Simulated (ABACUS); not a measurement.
# BiTe under changes of volume

One of the cells (33.855 Å³/atom); the others are scaled copies at fixed shape and fractional positions:

```
CELL_PARAMETERS angstrom
0.00000 3.23500 3.23500
3.23500 0.00000 3.23500
3.23500 3.23500 0.00000
ATOMIC_POSITIONS crystal
Bi 0.00000 0.00000 0.00000
Te 0.50000 0.50000 0.50000
```

```yaml
Program: ABACUS 3.10.1
Functional: PBE
Potentials_or_basis: PseudoDojo NC SR 0.4.1 PBE standard
Cutoff: 1129 eV
Density_cutoff: 4517 eV
Basis: plane waves
k_mesh: 7 × 7 × 7
Occupations: fermi-dirac, width 0.05 eV
Spin: no spin polarisation
```

| volume (Å³/atom) | energy over the lowest point (meV/atom) | pressure (GPa) |
| --- | --- | --- |
| 31.824 | 35.93 | 4.5 |
| 32.501 | ? | ? |
| 33.178 | 8.44 | 2.0 |
| 33.855 | 2.08 | 1.0 |
| 34.532 | 0.00 | 0.0 |
| 35.209 | 1.76 | -0.9 |
| 35.886 | 6.98 | -1.7 |

Problem. What does the run at 32.501 Å³/atom give?

Solution. Energy over the lowest point 19.54 meV/atom; pressure 3.2 GPa.

Worked out: A Birch-Murnaghan fit of order 3 (a polynomial in V^(-2/3)) to the other rows has its minimum at 34.55 Å³/atom with B0 = V·E''(V) = 46 GPa and B' = 4.4. It gives 19.54 meV/atom at 32.501 Å³/atom, against the run's 19.54, and -dE/dV = 3.2 GPa, against 3.2.

Energies are extrapolated to zero smearing.
